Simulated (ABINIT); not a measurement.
# BiTe (R-3m) in ABINIT: further runs, part 2 of 2

ABINIT 10.8.3 (patched build). The steps go on from the part before.

## 4. Relaxation of cell and atoms, PBEsol

Input file run.abi:

```
# Pseudopotentials
pp_dirpath "./"
pseudos "Bi.GGA_PBE-JTH.xml, Te.GGA_PBE-JTH.xml"

# Structure
acell 3*1.0
rprim
     4.5782541706     2.6432562778     6.2687732694
    -4.5782541706     2.6432562778     6.2687732694
     0.0000000000    -5.2865125556     6.2687732694
ntypat 2
znucl 83 52
natom 2
typat 1 2
xred
     0.5000000000     0.5000000000     0.5000000000
     0.0000000000     0.0000000000     0.0000000000
chkprim 0
chksymtnons 0
tolsym 1.0e-6

# Plane-wave basis
ecut 26.0
pawecutdg 48.0
pawxcdev 0

# k points
kptopt 1
ngkpt 5 5 5
nshiftk 1
shiftk 0.0 0.0 0.0

# Exchange and correlation
ixc -116133

# Bands and occupations
nband 15
occopt 3
tsmear 0.05 eV

# SCF cycle
nstep 100
tolvrs 1.0e-9

# Output
iomode 3
prtwf 0
prtden 0
prteig 0
prtebands 0
enunit 1

# Relaxation
ionmov 22
ntime 60
tolmxf 5.0e-5
optcell 2
dilatmx 1.08
ecutsm 0.5
```

Potentials or basis: JTH PAW PBE v2.0.

Run with:

```sh
> abinit run.abi > log 2>&1
```

run.abo:

```text
.Version 10.8.3 of ABINIT
 Symmetries : space group R-3 m (#166); Bravais hR (rhombohedral)
================================================================================
 Values of the parameters that define the memory need of the present run
     intxc =       0    ionmov =      22      iscf =      17    lmnmax =      18
     lnmax =       6     mgfft =      45  mpssoang =       3    mqgrid =    3001
     natom =       2  nloc_mem =       2    nspden =       1   nspinor =       1
    nsppol =       1      nsym =      12    n1xccc =       1    ntypat =       2
    occopt =       3   xclevel =       2
       mpw =        3652          nfft =       91125          nkpt =          19
 PAW method is used; the additional fine FFT grid is defined by:
   mgfftf=        60    nfftf =    216000
================================================================================
================================================================================

--------------------------------------------------------------------------------
------------- Echo of variables that govern the present computation ------------
--------------------------------------------------------------------------------
 -outvars: echo values of preprocessed input variables --------
            acell      1.0000000000E+00  1.0000000000E+00  1.0000000000E+00 Bohr
              amu      2.08980370E+02  1.27600000E+02
          chkprim           0
      chksymtnons           0
          dilatmx      1.08000000E+00
             ecut      2.60000000E+01 Hartree
           ecutsm      5.00000000E-01 Hartree
[... 953 lines left out ...]
PAW spherical_terms :  4.36376733694357E+00
internal            : -8.05371740151644E+01
'-kT*entropy'       : -3.90288949952884E-04
total_energy_dc     : -8.05375643041144E+01
total_energy_dc_eV  : -2.19153876958979E+03
...

--- !EnergyTermsWithPAWCore
iteration_state     : {dtset: 1, itime: 8, icycle: 1, }
comment             : 'Components of total free energy, including PAW core contributions'
Total energy        : -2.83170284723917E+04
Total energy DC     : -2.83170284639149E+04
Total energy (eV)   : -7.70545599100693E+05
Total energy DC (eV): -7.70545598870027E+05
...

 Cartesian components of stress tensor (hartree/bohr^3)
  sigma(1 1)=  1.46471902E-08  sigma(3 2)=  0.00000000E+00
  sigma(2 2)=  1.46473636E-08  sigma(3 1)=  0.00000000E+00
  sigma(3 3)= -5.63725789E-08  sigma(2 1)=  0.00000000E+00

-Cartesian components of stress tensor (GPa)         [Pressure=  2.6555E-04 GPa]
- sigma(1 1)=  4.30935214E-04  sigma(3 2)=  0.00000000E+00
- sigma(2 2)=  4.30940316E-04  sigma(3 1)=  0.00000000E+00
- sigma(3 3)= -1.65853853E-03  sigma(2 1)=  0.00000000E+00

== END DATASET(S) ==============================================================
================================================================================

 -outvars: echo values of variables after computation  --------
            acell      7.9486003596E+00  7.9486003596E+00  7.9486003596E+00 Bohr
           etotal     -8.0537564304E+01
            fcart     -0.0000000000E+00 -0.0000000000E+00 -0.0000000000E+00
                      -0.0000000000E+00 -0.0000000000E+00 -0.0000000000E+00
            rprim      5.7210311611E-01  3.3030388809E-01  7.5073122091E-01
                      -5.7210311611E-01  3.3030388809E-01  7.5073122091E-01
                       0.0000000000E+00 -6.6060777618E-01  7.5073122091E-01
           strten      1.4647190211E-08  1.4647363624E-08 -5.6372578935E-08
                       0.0000000000E+00  0.0000000000E+00  0.0000000000E+00
           xangst      1.0142038123E-16  1.5424663928E-16  4.7366089488E+00
                       0.0000000000E+00  0.0000000000E+00  0.0000000000E+00
             xred      5.0000000000E-01  5.0000000000E-01  5.0000000000E-01
                       0.0000000000E+00  0.0000000000E+00  0.0000000000E+00
 Calculation completed.
```

Wall time 5.6 min (1 thread of Arm Neoverse V1, shared host); peak memory 0.19 GiB.

What came out:

- Free energy: -2191.5388 eV
- Relaxed volume: 31.67 Å³/atom
- Relaxed cell: a = 4.206 Å, b = 4.206 Å, c = 4.206 Å, α = 69.79°, β = 69.79°, γ = 69.79°
- Space group after relaxing (to 0.05 Å): R-3m (No. 166)
- Energy gained by relaxing: 16.7 meV/atom
- Ionic steps: 8
- Pressure after relaxing: 0.0 GPa
- Band gap on the k mesh: none (metal or under the smearing width)
- Valence electrons inside the program's atomic spheres: Bi 12.11; Te 3.08

The path:
```csv
step,energy change (eV),largest force (eV/Å),pressure (GPa),volume (Å³)
1,0.0000,0.0000,-2.58,67.45
2,-0.0080,0.0000,-2.22,66.92
3,-0.0295,0.0000,0.10,63.85
4,-0.0301,0.0000,0.01,63.90
5,-0.0325,0.0000,-0.37,63.61
6,-0.0332,0.0000,-0.09,63.52
7,-0.0333,0.0000,-0.03,63.40
8,-0.0333,0.0000,0.00,63.34
```

Final structure:
```
Bi Te
1.0
     2.40639    1.38933    3.15774
    -2.40639    1.38933    3.15774
     0.00000   -2.77866    3.15774
Bi Te
1 1
Direct
  0.50000 0.50000 0.50000
  0.00000 0.00000 0.00000
```

Caveat: the PAW data sets were made with another functional, which shifts forces and pressure a little; spin-orbit coupling is left out, which moves the levels of the heavy elements.

## 5. Relaxation of cell and atoms, RPBE

run.abi, as its differences from that of step 4:

```diff
@@ -33,3 +33,3 @@
 # Exchange and correlation
-ixc -116133
+ixc 15
```

Potentials or basis: JTH PAW PBE v2.0.

Run with:

```sh
> abinit run.abi > log 2>&1
```

run.abo:

```text
.Version 10.8.3 of ABINIT
 Symmetries : space group R-3 m (#166); Bravais hR (rhombohedral)
================================================================================
 Values of the parameters that define the memory need of the present run
     intxc =       0    ionmov =      22      iscf =      17    lmnmax =      18
     lnmax =       6     mgfft =      45  mpssoang =       3    mqgrid =    3001
     natom =       2  nloc_mem =       2    nspden =       1   nspinor =       1
    nsppol =       1      nsym =      12    n1xccc =       1    ntypat =       2
    occopt =       3   xclevel =       2
       mpw =        3652          nfft =       91125          nkpt =          19
 PAW method is used; the additional fine FFT grid is defined by:
   mgfftf=        60    nfftf =    216000
================================================================================
================================================================================

--------------------------------------------------------------------------------
[... 886 lines left out ...]
- sigma(2 2)=  1.13414835E-02  sigma(3 1)=  0.00000000E+00
- sigma(3 3)=  1.18625640E-02  sigma(2 1)=  0.00000000E+00

== END DATASET(S) ==============================================================
================================================================================

 -outvars: echo values of variables after computation  --------
            acell      8.3456662978E+00  8.3456662978E+00  8.3456662978E+00 Bohr
           etotal     -8.0381832648E+01
            fcart     -0.0000000000E+00 -0.0000000000E+00 -0.0000000000E+00
                      -0.0000000000E+00 -0.0000000000E+00 -0.0000000000E+00
            rprim      5.4910009931E-01  3.1702309015E-01  7.7329518377E-01
                      -5.4910009931E-01  3.1702309015E-01  7.7329518377E-01
                       0.0000000000E+00 -6.3404618030E-01  7.7329518377E-01
           strten      3.8548904606E-07  3.8548918982E-07  4.0320035558E-07
                       0.0000000000E+00  0.0000000000E+00  0.0000000000E+00
           xangst     -1.3461513916E-16  3.9044206296E-16  5.1226975155E+00
                       0.0000000000E+00  0.0000000000E+00  0.0000000000E+00
             xred      5.0000000000E-01  5.0000000000E-01  5.0000000000E-01
                       0.0000000000E+00  0.0000000000E+00  0.0000000000E+00
 Calculation completed.
```

Run time: 4.2 min. Hardware: 1 thread of Arm Neoverse V1, shared host; peak memory 0.19 GiB.

Results:

```
Free energy                                           : -2187.3011 eV
Relaxed volume                                        : 34.79 Å³/atom
Relaxed cell                                          : a = 4.416 Å, b = 4.416 Å, c = 4.416 Å, α = 66.61°, β = 66.61°, γ = 66.61°
Space group after relaxing (to 0.05 Å)                : R-3m (No. 166)
Energy gained by relaxing                             : 3.5 meV/atom
Ionic steps                                           : 7
Pressure after relaxing                               : 0.0 GPa
Band gap on the k mesh                                : none (metal or under the smearing width)
Valence electrons inside the program's atomic spheres : Bi 12.08; Te 3.07
```

Step by step:
| step | energy change (eV) | largest force (eV/Å) | pressure (GPa) | volume (Å³) |
| --- | --- | --- | --- | --- |
| 1 | 0.0000 | 0.0000 | 1.13 | 67.45 |
| 2 | -0.0015 | 0.0000 | 0.96 | 67.68 |
| 3 | -0.0059 | 0.0000 | 0.08 | 69.03 |
| 4 | -0.0061 | 0.0000 | -0.02 | 69.21 |
| 5 | -0.0064 | 0.0000 | -0.10 | 69.46 |
| 6 | -0.0069 | 0.0000 | -0.13 | 69.71 |
| 7 | -0.0070 | 0.0000 | -0.01 | 69.57 |

Final structure:
```
Bi Te
1.0
     2.42501    1.40008    3.41513
    -2.42501    1.40008    3.41513
     0.00000   -2.80016    3.41513
Bi Te
1 1
Direct
  0.50000 0.50000 0.50000
  0.00000 0.00000 0.00000
```

Levels at points of the mesh, in eV from the Fermi level:
```
           k point  band 7  band 8  band 9  band 10  band 11  band 12  band 13  band 14
(0.00, 0.00, 0.00)   -8.28   -2.75   -2.75    -1.65     1.92     2.47     2.47     4.31
```

Caveat: the PAW data sets were made with another functional, which shifts forces and pressure a little; spin-orbit coupling is left out, which moves the levels of the heavy elements.

## 6. Relaxation of cell and atoms, AM05

run.abi, as its differences from that of step 5:

```diff
@@ -33,3 +33,3 @@
 # Exchange and correlation
-ixc 15
+ixc -120135
```

Potentials or basis: JTH PAW PBE v2.0.

Run with:

```sh
> abinit run.abi > log 2>&1
```

run.abo:

```text
.Version 10.8.3 of ABINIT
 Symmetries : space group R-3 m (#166); Bravais hR (rhombohedral)
================================================================================
 Values of the parameters that define the memory need of the present run
     intxc =       0    ionmov =      22      iscf =      17    lmnmax =      18
     lnmax =       6     mgfft =      45  mpssoang =       3    mqgrid =    3001
     natom =       2  nloc_mem =       2    nspden =       1   nspinor =       1
    nsppol =       1      nsym =      12    n1xccc =       1    ntypat =       2
    occopt =       3   xclevel =       2
       mpw =        3652          nfft =       91125          nkpt =          19
 PAW method is used; the additional fine FFT grid is defined by:
   mgfftf=        60    nfftf =    216000
================================================================================
================================================================================

--------------------------------------------------------------------------------
[... 986 lines left out ...]
- sigma(2 2)=  1.84096127E-04  sigma(3 1)=  0.00000000E+00
- sigma(3 3)= -1.49234778E-03  sigma(2 1)=  0.00000000E+00

== END DATASET(S) ==============================================================
================================================================================

 -outvars: echo values of variables after computation  --------
            acell      7.9587694699E+00  7.9587694699E+00  7.9587694699E+00 Bohr
           etotal     -8.0524667510E+01
            fcart     -0.0000000000E+00 -0.0000000000E+00 -0.0000000000E+00
                      -0.0000000000E+00 -0.0000000000E+00 -0.0000000000E+00
            rprim      5.7185048765E-01  3.3015803298E-01  7.5098781151E-01
                      -5.7185048765E-01  3.3015803298E-01  7.5098781151E-01
                       0.0000000000E+00 -6.6031606596E-01  7.5098781151E-01
           strten      6.2571278991E-09  6.2573001780E-09 -5.0723870194E-08
                       0.0000000000E+00  0.0000000000E+00  0.0000000000E+00
           xangst      1.0130854477E-16  6.2437955550E-16  4.7442897554E+00
                       0.0000000000E+00  0.0000000000E+00  0.0000000000E+00
             xred      5.0000000000E-01  5.0000000000E-01  5.0000000000E-01
                       0.0000000000E+00  0.0000000000E+00  0.0000000000E+00
 Calculation completed.
```

Wall time 5.4 min (1 thread of Arm Neoverse V1, shared host); peak memory 0.19 GiB.

What came out:

| Item | Value |
| --- | --- |
| Free energy | -2191.1878 eV |
| Relaxed volume | 31.78 Å³/atom |
| Relaxed cell | a = 4.212 Å, b = 4.212 Å, c = 4.212 Å, α = 69.76°, β = 69.76°, γ = 69.76° |
| Space group after relaxing (to 0.05 Å) | R-3m (No. 166) |
| Energy gained by relaxing | 14.1 meV/atom |
| Ionic steps | 8 |
| Pressure after relaxing | 0.0 GPa |
| Band gap on the k mesh | none (metal or under the smearing width) |
| Valence electrons inside the program's atomic spheres | Bi 12.11; Te 3.09 |

Step by step:
| step | energy change (eV) | largest force (eV/Å) | pressure (GPa) | volume (Å³) |
| --- | --- | --- | --- | --- |
| 1 | 0.0000 | 0.0000 | -2.32 | 67.45 |
| 2 | -0.0065 | 0.0000 | -2.00 | 66.97 |
| 3 | -0.0248 | 0.0000 | 0.08 | 64.10 |
| 4 | -0.0253 | 0.0000 | 0.01 | 64.12 |
| 5 | -0.0279 | 0.0000 | -0.19 | 63.63 |
| 6 | -0.0282 | 0.0000 | -0.04 | 63.66 |
| 7 | -0.0283 | 0.0000 | -0.01 | 63.58 |
| 8 | -0.0283 | 0.0000 | 0.00 | 63.55 |

Final structure:
```
Bi Te
1.0
     2.40841    1.39049    3.16286
    -2.40841    1.39049    3.16286
     0.00000   -2.78099    3.16286
Bi Te
1 1
Direct
  0.50000 0.50000 0.50000
  0.00000 0.00000 0.00000
```

Caveat: the PAW data sets were made with another functional, which shifts forces and pressure a little; spin-orbit coupling is left out, which moves the levels of the heavy elements.

## 7. Overview

```csv
level,gap on the mesh (eV),pressure (GPa),relaxed volume (Å³/atom)
PBE,none,0.0,33.62
LDA,none,0.0,31.09
PBEsol,none,0.0,31.67
RPBE,none,0.0,34.79
AM05,none,0.0,31.78
```

Alike in all rows: task relaxation of cell and atoms; potentials or basis JTH PAW PBE v2.0; no spin polarisation; cell relaxed; k mesh 5 × 5 × 5; cutoff (eV) 707; smearing fermi-dirac 0.05 eV.

Caveats: spin-orbit coupling is left out, which moves the levels of the heavy elements; the PAW data sets were made with another functional, which shifts forces and pressure a little (some runs).

Total energies depend on the potentials used, so only differences within one code and one set of settings carry meaning.
